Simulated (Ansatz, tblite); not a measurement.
# (CuNH2)2 ring (Cu2N2H4): one state, many levels

Aim: run the singlet of (CuNH2)2 ring (Cu2N2H4) at one geometry on many levels, and compare frontier levels, spin and run time.

Method: as each input shows; program: Ansatz 0.2.0, Gaussian basis.

The runs, in order: GFN1-xTB, GFN2-xTB, PBE-D4/def2-TZVP, r2SCAN-D4/def2-TZVP, PBE-QIDH/def2-TZVP, r2SCANh-D4/def2-TZVP, HF/def2-TZVP, LC-ωPBE/def2-TZVP, CAM-B3LYP-D4/def2-TZVP, ωB97X-V/def2-TZVP, revPBE-D4/def2-TZVP, PBE+5HF/def2-TZVP, PBE+10HF/def2-TZVP, PBE+15HF/def2-TZVP, PBE+35HF/def2-TZVP, PBE+50HF/def2-TZVP, PBE-D4/def2-SVP, PBE0-D4/def2-SVP, HF/STO-3G, HF/6-31G, B3LYP-D4/6-31G, PBE0-D4/def2-TZVPD, PBE-D4/def2-TZVPD, r2SCAN-D4/def2-TZVPD, CCSD(T)/def2-TZVP, RPA/def2-TZVP.

## 1. The structure

The singlet was relaxed beforehand with r2SCAN-D4/def2-SVP.

8 atoms, charge 0, spin multiplicity 1.

Bond lengths: Cu1–N2 1.974 Å, Cu1–N4 1.974 Å, N2–Cu3 1.974 Å, N2–H5 1.023 Å, N2–H6 1.023 Å, Cu3–N4 1.974 Å, N4–H7 1.023 Å, N4–H8 1.023 Å. Angles: N2–Cu1–N4 111.6°, Cu1–N2–Cu3 68.4°, Cu1–N2–H5 120.2°, Cu1–N2–H6 120.2°, Cu3–N2–H5 120.2°, Cu3–N2–H6 120.2°, H5–N2–H6 105.1°, N2–Cu3–N4 111.6°, Cu1–N4–Cu3 68.4°, Cu1–N4–H7 120.2°, Cu1–N4–H8 120.2°, Cu3–N4–H7 120.2°, Cu3–N4–H8 120.2°, H7–N4–H8 105.1°.

No spin-orbit coupling is included.

PBE0-D4/def2-TZVP was run before; its log isn't repeated, and its numbers join the tables.

## 2. GFN1-xTB

Tight binding, by tblite at 300 K electronic temperature and without a spin-polarisation term:

```python
tblite.interface.Calculator('GFN1-xTB', numbers, positions, charge=0, uhf=0).singlepoint()
```

Energy -477.3729 eV, HOMO -9.99 eV, LUMO -6.40 eV; 0.004 s.

## 3. GFN2-xTB

Tight binding, by tblite at 300 K electronic temperature and without a spin-polarisation term:

```python
tblite.interface.Calculator('GFN2-xTB', numbers, positions, charge=0, uhf=0).singlepoint()
```

Energy -425.4277 eV, HOMO -8.28 eV, LUMO -4.18 eV; 0.003 s.

## 4. PBE-D4/def2-TZVP

start.molden holds the orbitals of an earlier run on this state, given as this run's starting guess.

Input file in.yaml:

```yaml
crystal:
  periodic: [false, false, false]
  atoms:
    - {symbol: Cu, position_ang: [-0.772999, -0.653502, -0.455458]}
    - {symbol: N, position_ang: [-0.913139, 0.141940, 1.346063]}
    - {symbol: Cu, position_ang: [0.772931, 0.653679, 0.455395]}
    - {symbol: N, position_ang: [0.913100, -0.141894, -1.346091]}
    - {symbol: H, position_ang: [-0.895963, -0.456514, 2.175744]}
    - {symbol: H, position_ang: [-1.626480, 0.848553, 1.542667]}
    - {symbol: H, position_ang: [1.626391, -0.848638, -1.542419]}
    - {symbol: H, position_ang: [0.896148, 0.456386, -2.175900]}
basis:
  gaussian: {orbitals: def2-TZVP, initial_orbitals: start.molden}
hamiltonian: {xc: pbe, dispersion: d4}
scf: {omitted_lower_state_checks: [starts]}
output: {forces: true, orbitals: {seedname: orbitals}}
```

Command:

```bash
ansatz run in.yaml --threads 4 --pin off --events-out ev --progress --plain --max-ram 3916MiB
```

The runs that follow: r2SCAN-D4/def2-TZVP; PBE-QIDH/def2-TZVP; r2SCANh-D4/def2-TZVP; HF/def2-TZVP; LC-ωPBE/def2-TZVP; CAM-B3LYP-D4/def2-TZVP; ωB97X-V/def2-TZVP; revPBE-D4/def2-TZVP; PBE+5HF/def2-TZVP; PBE+10HF/def2-TZVP; PBE+15HF/def2-TZVP; PBE+35HF/def2-TZVP; PBE+50HF/def2-TZVP; PBE-D4/def2-SVP; PBE0-D4/def2-SVP; HF/STO-3G; HF/6-31G; B3LYP-D4/6-31G; PBE0-D4/def2-TZVPD; PBE-D4/def2-TZVPD; r2SCAN-D4/def2-TZVPD; CCSD(T)/def2-TZVP; RPA/def2-TZVP.

**Question.** What will the summary of the whole plan be? Wanted: gap in def2-TZVP, named functionals and Hartree-Fock, smallest and largest; gap over the share of exact exchange; correlation energy, CCSD(T)/def2-TZVP; binding an atom, CCSD(T)/def2-TZVP; PBE0 total energy, smallest basis above largest.

**Answer**, as computed:

| quantity | value |
| --- | --- |
| gap in def2-TZVP, named functionals and Hartree-Fock, smallest and largest | 1.86 eV (revPBE-D4), 10.07 eV (HF) |
| gap over the share of exact exchange | 1.87 eV at 0, 6.37 eV at 0.5 |
| correlation energy, CCSD(T)/def2-TZVP | -34.76 eV |
| binding an atom, CCSD(T)/def2-TZVP | 2.806 eV |
| PBE0 total energy, smallest basis above largest | 16.85 eV (def2-SVP, def2-TZVPD) |

In words: Over the named functionals and Hartree-Fock in def2-TZVP the gap runs from 1.86 eV (revPBE-D4) to 10.07 eV (HF); exact exchange widens it. Raising the share of exact exchange from 0 to 0.5 moves the HOMO by -2.69 eV and the LUMO by +1.81 eV. A small miss in a minimal or small basis is a cancelling of errors, not accuracy. The functionals in def2-TZVP miss CCSD(T)/def2-TZVP by +0.087 (PBE0-D4) to +0.221 eV (PBE-D4) an atom. CCSD(T)/def2-TZVP isn't at the basis-set limit; small misses against it rank nothing.
